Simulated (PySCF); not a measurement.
# MoSCl4: structure of the singlet

The task is one start of a wider search on MoSCl4: the singlet, built as trigonal bipyramidal (ligand arrangement 1). It is relaxed, tested by its Hessian and followed downhill if it is a saddle.

Program: PySCF 2.14.0. Level of theory: B3LYP, basis Mo def2-SVP with ECP28, S def2-SVP, Cl def2-SVP, scalar-relativistic core potentials, no spin–orbit coupling, density fitting. These are calculated values, not measurements.

### 1 Starting geometry

6 atoms, charge 0, spin multiplicity 1.

Bond lengths: Mo1–S2 2.150 Å, Mo1–Cl3 2.370 Å, Mo1–Cl4 2.370 Å, Mo1–Cl5 2.370 Å, Mo1–Cl6 2.370 Å. Angles: S2–Mo1–Cl3 90.0°, S2–Mo1–Cl4 90.0°, S2–Mo1–Cl5 120.0°, S2–Mo1–Cl6 120.0°, Cl3–Mo1–Cl4 180.0°, Cl3–Mo1–Cl5 90.0°, Cl3–Mo1–Cl6 90.0°, Cl4–Mo1–Cl5 90.0°, Cl4–Mo1–Cl6 90.0°, Cl5–Mo1–Cl6 120.0°.

Z-matrix (Å, degrees; charge 0 multiplicity 1):
```
Mo
S  1 2.1500
Cl 1 2.3700 2 90.00
Cl 1 2.3700 2 90.00 3 180.00
Cl 1 2.3700 2 120.00 3 90.00
Cl 1 2.3700 2 120.00 3 -90.00
```

### 2 Relaxation: trigonal bipyramidal (ligand arrangement 1) start, singlet

One driver script runs all steps and calls PySCF; scf.py shows how it sets up the SCF of each step. The optimiser is the driver's own. Before each start the driver seeks the lowest SCF state from one or more starting densities and follows internal instabilities, so scf.py alone need not reach the same state.

The program finds C2v symmetry in the start, which this walk keeps.

The input, scf.py:

```python
from pyscf import gto, scf, dft
mol = gto.M(atom='''
Mo    -0.026202    -0.045381     0.000000
S     -1.101252    -1.907352     0.000000
Cl    -0.026202    -0.045381     2.370000
Cl    -0.026202    -0.045381    -2.370000
Cl     2.343807    -0.045415    -0.000000
Cl    -1.211168     2.007129    -0.000000''',
    basis={'Mo': 'def2-SVP', 'S': 'def2-SVP', 'Cl': 'def2-SVP'},
    ecp={'Mo': 'def2-SVP'},
    charge=0, spin=0)
mf = dft.RKS(mol, xc='B3LYP')
mf.grids.atom_grid = (50, 194)
aux = {'Mo': 'def2-universal-JKFIT', 'S': 'def2-universal-JKFIT', 'Cl': 'def2-universal-JKFIT'}
mf = mf.density_fit(auxbasis=aux)
mf.kernel()
```

The runs that follow: Frequencies.

**Question.** What will these runs give? Wanted: minimum; geometry; wavenumbers; dipole moment; highest occupied, lowest empty level; polar-tensor charge of Mo1; zero-point energy; atomisation energy.

As calculated:

```
                                 quantity                                                                                             value
                                  minimum                                                                                      singlet, C4v
                                 geometry  Mo–Cl 2.313 Å (×4), Mo–S 2.079 Å; Cl–Mo–Cl 86.6° (×4), Cl–Mo–Cl 151.7° (×2), Cl–Mo–S 104.1° (×4)
                       wavenumbers (cm⁻¹)              63 (b1), 160 (e), 169 (e), 175 (a1), 219 (b2), 296 (b1), 378 (a1), 388 (e), 592 (a1)
                            dipole moment                                                                                            1.40 D
     highest occupied, lowest empty level                                                                                   -8.34, -5.36 eV
               polar-tensor charge of Mo1                                                                                           +2.13 e
                        zero-point energy                                                                                       18.9 kJ/mol
                      entropy at 298.15 K                                                                                   394.2 J/(mol K)
atomisation energy (no zero-point energy)                                                                                       1723 kJ/mol
```

The trigonal bipyramidal (ligand arrangement 1) start (C2v) ends in a minimum of C4v symmetry. The strongest infrared band lies at 388 cm⁻¹ (e, stretch). Only this shape and spin were tried, so other structures or states may lie lower. Take wavenumbers under 90 cm⁻¹ as rough.
